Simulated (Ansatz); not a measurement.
**C4H10SeZn: a ladder of functionals and wavefunction methods**

Aim: compute C4H10SeZn with functionals from several rungs and with coupled cluster. The yardstick is the atomisation energy at the CCSD(T) limit.

Method: functionals in def2-TZVPP, the program's frozen cores in correlated methods; program: Ansatz 0.2.0, Gaussian basis.

The runs, in order: LDA (SPW92), PBE-D4, revPBE-D4, BLYP-D4, r2SCAN-D4, B97M-V, PBE0-D4, B3LYP-D4, r2SCANh-D4, r2SCAN0-D4, HSE06-D4, BHLYP-D4, CAM-B3LYP-D4, LC-ωPBE, ωB97X-V, ωB97M-V, B2PLYP, PBE-QIDH; CCSD(T)/def2-SVP; CCSD(T)/def2-TZVPP; MP2/def2-QZVPP; extrapolation to the limit.

**1. The relaxed structure**

All runs share one geometry, relaxed beforehand with PBE0-D4 in a triple-zeta def2 set.

SMILES `[CH3][Zn][Se]C(C)C`, 16 atoms, charge 0, spin multiplicity 1.

Atoms are counted from 1 here; the program's logs count them from 0.

Bond lengths: C1–Zn2 1.940 Å, C1–H7 1.092 Å, C1–H8 1.092 Å, C1–H9 1.092 Å, Zn2–Se3 2.298 Å, Se3–C4 1.986 Å, C4–C5 1.515 Å, C4–C6 1.515 Å, C4–H10 1.093 Å, C5–H11 1.096 Å, C5–H12 1.090 Å, C5–H13 1.095 Å, C6–H14 1.095 Å, C6–H15 1.090 Å, C6–H16 1.096 Å. Angles: Zn2–C1–H7 110.5°, Zn2–C1–H8 110.7°, Zn2–C1–H9 110.7°, H7–C1–H8 108.3°, H7–C1–H9 108.2°, H8–C1–H9 108.4°, C1–Zn2–Se3 179.5°, Zn2–Se3–C4 98.5°, Se3–C4–C5 112.0°, Se3–C4–C6 112.0°, Se3–C4–H10 101.5°, C5–C4–C6 112.5°, C5–C4–H10 109.1°, C6–C4–H10 109.1°, C4–C5–H11 110.2°, C4–C5–H12 111.6°, C4–C5–H13 111.0°, H11–C5–H12 108.5° and more.

Geometry (Å):

```xyz
16
charge 0, multiplicity 1
C    -2.0893    2.5850    0.0967
Zn   -0.9435    1.2938    0.9827
Se    0.4091   -0.2265    2.0502
C     1.0421   -1.2252    0.4550
C     1.8639   -0.3529   -0.4715
C    -0.0925   -1.9252   -0.2644
H    -2.4893    3.2999    0.8196
H    -2.9292    2.0858   -0.3913
H    -1.5310    3.1408   -0.6598
H     1.6932   -1.9753    0.9122
H     2.3000   -0.9580   -1.2743
H     2.6721    0.1493    0.0607
H     1.2418    0.4163   -0.9406
H    -0.7692   -1.2002   -0.7286
H    -0.6795   -2.5430    0.4155
H     0.3015   -2.5645   -1.0623
```

**2. LDA**

This LDA is Slater exchange with PW92 correlation.

File in.yaml:

```yaml
crystal:
  periodic: [false, false, false]
  atoms:
    - {symbol: C, position_ang: [-2.089349, 2.585005, 0.096732]}
    - {symbol: Zn, position_ang: [-0.943547, 1.293827, 0.982654]}
    - {symbol: Se, position_ang: [0.409084, -0.226526, 2.050192]}
    - {symbol: C, position_ang: [1.042126, -1.225250, 0.455024]}
    - {symbol: C, position_ang: [1.863947, -0.352933, -0.471469]}
    - {symbol: C, position_ang: [-0.092505, -1.925151, -0.264354]}
    - {symbol: H, position_ang: [-2.489291, 3.299850, 0.819609]}
    - {symbol: H, position_ang: [-2.929224, 2.085796, -0.391272]}
    - {symbol: H, position_ang: [-1.531014, 3.140765, -0.659784]}
    - {symbol: H, position_ang: [1.693187, -1.975289, 0.912246]}
    - {symbol: H, position_ang: [2.299971, -0.957977, -1.274342]}
    - {symbol: H, position_ang: [2.672111, 0.149345, 0.060667]}
    - {symbol: H, position_ang: [1.241751, 0.416270, -0.940560]}
    - {symbol: H, position_ang: [-0.769204, -1.200208, -0.728578]}
    - {symbol: H, position_ang: [-0.679531, -2.542991, 0.415537]}
    - {symbol: H, position_ang: [0.301498, -2.564534, -1.062313]}
basis:
  gaussian: {orbitals: def2-TZVPP}
hamiltonian: {xc: lda}
output: {orbitals: {seedname: orbitals}}
```

Launch:

```
> ansatz run in.yaml --threads 2 --pin off --events-out ev --progress --plain --max-ram 20480MiB --backend cuda --devices 0, --max-vram 18GiB
```

The runs that follow: PBE-D4 (GGA); revPBE-D4 (GGA); BLYP-D4 (GGA); r2SCAN-D4 (meta-GGA); B97M-V (meta-GGA); PBE0-D4 (hybrid); B3LYP-D4 (hybrid); r2SCANh-D4 (hybrid); r2SCAN0-D4 (hybrid); HSE06-D4 (hybrid); BHLYP-D4 (hybrid); CAM-B3LYP-D4 (range-separated); LC-ωPBE (range-separated); ωB97X-V (range-separated); ωB97M-V (range-separated); B2PLYP (double hybrid); PBE-QIDH (double hybrid); CCSD(T) in def2-SVP; CCSD(T) in def2-TZVPP; MP2 in def2-QZVPP.

Before running them: what should the planned runs give, taken together? Wanted: atomisation energy, CCSD(T)/CBS; farthest beyond LDA; mean size of error, GGA; mean size of error, meta-GGA; mean size of error, hybrid; mean size of error, range-separated; mean size of error, double hybrid; gap, smallest and largest; T1 diagnostic.

As calculated:

| quantity | value |
| --- | --- |
| atomisation energy, CCSD(T)/CBS | 1370.0 kcal/mol |
| functionals within 13.7 kcal/mol (1.0 %) | revPBE-D4, r2SCAN-D4, B97M-V, PBE0-D4, B3LYP-D4, r2SCANh-D4, r2SCAN0-D4, HSE06-D4, CAM-B3LYP-D4, LC-ωPBE, ωB97X-V, ωB97M-V, PBE-QIDH |
| farthest beyond LDA | BHLYP-D4 (-33.9 kcal/mol) |
| mean size of error, GGA | 15.1 kcal/mol |
| mean size of error, meta-GGA | 4.7 kcal/mol |
| mean size of error, hybrid | 10.1 kcal/mol |
| mean size of error, range-separated | 1.4 kcal/mol |
| mean size of error, double hybrid | 9.9 kcal/mol |
| gap, smallest and largest | 3.61 eV (LDA (SPW92)), 10.15 eV (LC-ωPBE) |
| T1 diagnostic | 0.0115 |
| triples share of the correlation energy | 3.7 % |

In words: The LDA atomisation energy is off by 183.7 kcal/mol (13 %): it overbinds. PBE-D4 is off by +19.8 kcal/mol. Double hybrids carry the basis error of their MP2 part in triple zeta, and no dispersion term here, so their miss is partly the set-up's. The rungs range-separated, meta-GGA, double hybrid, hybrid miss on average by less than the doubt on the reference (13.7 kcal/mol), so they tie. Misses under about 13.7 kcal/mol are within the doubt on the reference itself, which lacks core-valence correlation, relativity and higher excitations, and its outer-core shells are covered unevenly. All levels share the lack of spin-orbit coupling, which lowers the free heavy atoms and so the true binding. Hartree-Fock recovers 75 % of the binding; the rest is correlation. CCSD(T) in def2-SVP is off by -62.3 kcal/mol, more than most functionals: a good method in a small basis is no reference. Orbital gaps span 3.6 to 10.2 eV; exact exchange widens them. For Zn the d shell is correlated and the shells below it are frozen. Correlated methods include outer-core shells of Se, which these sets cover unevenly.
